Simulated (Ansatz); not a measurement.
# VOs: the cost of one run

All numbers are computed with the Python package of Ansatz 0.2.0. Level of theory: DFT LDA, plane waves, PAW.

### 1 The structure

It takes space group P-6m2 (No. 187, hexagonal). Conventional cell: a = 2.763 Å, b = 2.763 Å, c = 4.258 Å, α = 90.00°, β = 90.00°, γ = 120.00°. V (site symmetry -6m2) has 6 Os at 2.66 Å and 6 V at 2.76 Å as nearest neighbours. Around Os (site symmetry -6m2) lie 6 V at 2.66 Å and 6 Os at 2.76 Å.

No structure file is read: the coordinates are typed or built in the script.

### 2 Script

The input, smear_vos.py:

```python
'''Smearing width test for VOs.'''

import warnings

import ansatz as az
import matplotlib.pyplot as plt


def main() -> None:
    warnings.simplefilter('ignore', az.DeckWarning)

    cell = (
        az.Lattice.from_parameters(2.76341201, 2.76341201, 4.258021, alpha=90, beta=90, gamma=120)
        .space_group(187)
        .atom('V', [2 / 3, 1 / 3, 0.0])
        .atom('Os', [0.0, 0.0, 0.5])
        .moments(V=2.0)
    )

    calculation = (
        cell.calculation()
        .eigensolver('davidson')
        .kpoints(spacing=0.52)
        .functional('lda')
        .spin('collinear')  # spin-polarised run
        .accuracy('medium')
        .scf(tolerance=1e-08)
    )

    rows = []
    for value in [0.3, 0.2, 0.1, 0.05]:
        data = calculation.occupations('fermi_dirac', width=value).run(threads=1).report
        rows.append((value, data['free_energy_ev'] / len(data['lattice']['sites']), data['n_iterations'], data['magnetization_mub'], data['n_kpoints']))

    print('  width (eV)   F/atom (eV)    iterations  moment (muB)      k-points')
    for row in rows:
        print(f'{str(row[0]):>12s}  {row[1]:12.5f}  {row[2]:12d}  {row[3]:12.3f}  {row[4]:12d}')

    # differences from the last row
    for row in rows[:-1]:
        shift = 1000 * (row[1] - rows[-1][1])
        print(f'{row[0]}: {shift:+.2f} meV/atom' + ('  (within 1 meV)' if abs(shift) < 1 else ''))
    plt.figure(figsize=(4.5, 3))
    plt.plot([str(row[0]) for row in rows], [1000 * (row[1] - rows[-1][1]) for row in rows], 'o-')
    plt.xlabel('width (eV)')
    plt.ylabel('F - F(last) (meV/atom)')
    plt.tight_layout()
    plt.savefig('smear.png', dpi=100)


if __name__ == '__main__':
    main()
```

### 3 The input behind the calls

The engine receives this input (first run):

```yaml
crystal:
  lattice:
    a: 2.76341201
    b: 2.76341201
    c: 4.258021
    alpha: 90.0
    beta: 90.0
    gamma: 120.0
  space_group: 187
  atoms:
    - { symbol: V, position: [0.6666666666666666, 0.3333333333333333, 0.0] }
    - { symbol: Os, position: [0.0, 0.0, 0.5] }
accuracy: medium
kpoints:
  mp_grid:
    kspacing: 0.52
hamiltonian:
  xc: lda
magnetization:
  spin_polarized: true
  per_species:
    V: 2.0
scf:
  convergence:
    dr2_threshold: 1.0e-08
  occupations:
    method: fermi_dirac
    width: 0.3
  eigensolver:
    kind: davidson
```

### 4 Running it

On the command line:

```bash
python smear_vos.py
```

Q: Estimate wall time and peak memory on 1 thread of Arm Neoverse V2, shared host.

About 16 s, with a peak of 0.41 GiB.
